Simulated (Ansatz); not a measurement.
Working through energies of removing a hydrogen of CH8GeSSi, SMILES C[SiH2][S][GeH3]

With Ansatz 0.2.0, Python API.

Run as a notebook:

**Cell 1**
```python
import ansatz
```

**Cell 2**
```python
params = {
    "basis_set": "6-31G*",
    "functional": "R2SCAN0",
}
```

**Cell 3**
```python
def single_point(molecule, charge=0, unpaired=0):
    calc = molecule.calculation().basis(gaussian=params["basis_set"]).functional(params["functional"])
    if charge:
        calc = calc.charge(charge)
    if unpaired:
        calc = calc.spin("collinear", total=unpaired)
    report = calc.run(threads=1).report
    if report["published_state_doubts"]:
        print("  doubts:", report["published_state_doubts"])
    return report["free_energy_ev"]
```

**Cell 4**
```python
def without(molecule, index):
    rest = ansatz.Crystal.molecule()
    for i, site in enumerate(molecule.cartesian_sites):
        if i != index:
            rest = rest.atom(site.symbol, site.position_ang)
    return rest
```

**Cell 5**
```python
ch8gessi = (
    ansatz.Crystal.molecule()
    .atom("C", (-0.75, 1.8853, 1.2012))
    .atom("Si", (0.0328, 0.6674, 0.0943))
    .atom("S", (-0.8136, -1.2723, 0.4834))
    .atom("Ge", (0.6086, -2.2265, -1.015))
    .atom("H", (-1.8861, 1.9284, 0.9639))
    .atom("H", (-0.3773, 2.9512, 0.9815))
    .atom("H", (-0.5988, 1.67, 2.2572))
    .atom("H", (1.5192, 0.6834, 0.3659))
    .atom("H", (-0.1899, 1.0384, -1.272))
    .atom("H", (2.0212, -2.001, -0.6082))
    .atom("H", (0.2373, -3.7595, -1.0259))
    .atom("H", (0.2736, -1.62, -2.3923))
)

whole = single_point(ch8gessi, 0)
hydrogen = single_point(ansatz.Crystal.molecule().atom("H", (0, 0, 0)), 0, 1)
print(f"E(molecule) = {whole:.5f} eV, E(H) = {hydrogen:.5f} eV")
for index in [6, 8, 11]:
    radical = single_point(without(ch8gessi, index), 0, 1)
    print(f"H{index}: homolysis {(radical + hydrogen - whole):.3f} eV")
```
Output:
```text
E(molecule) = -76387.80507 eV, E(H) = -13.55743 eV
H6: homolysis 4.942 eV
H8: homolysis 3.918 eV
H11: homolysis 3.617 eV
```

Notes:
- Total energies depend on the basis set; only differences at equal settings carry meaning.
- The geometry is a force-field or estimated start, not a minimum of this method, and the basis set is short of its limit. All parts are taken at fixed geometry, without zero-point energy.
- Hardware and time: 49 s on 1 thread of Arm Neoverse V2 (shared host), peak memory 0.46 GiB.
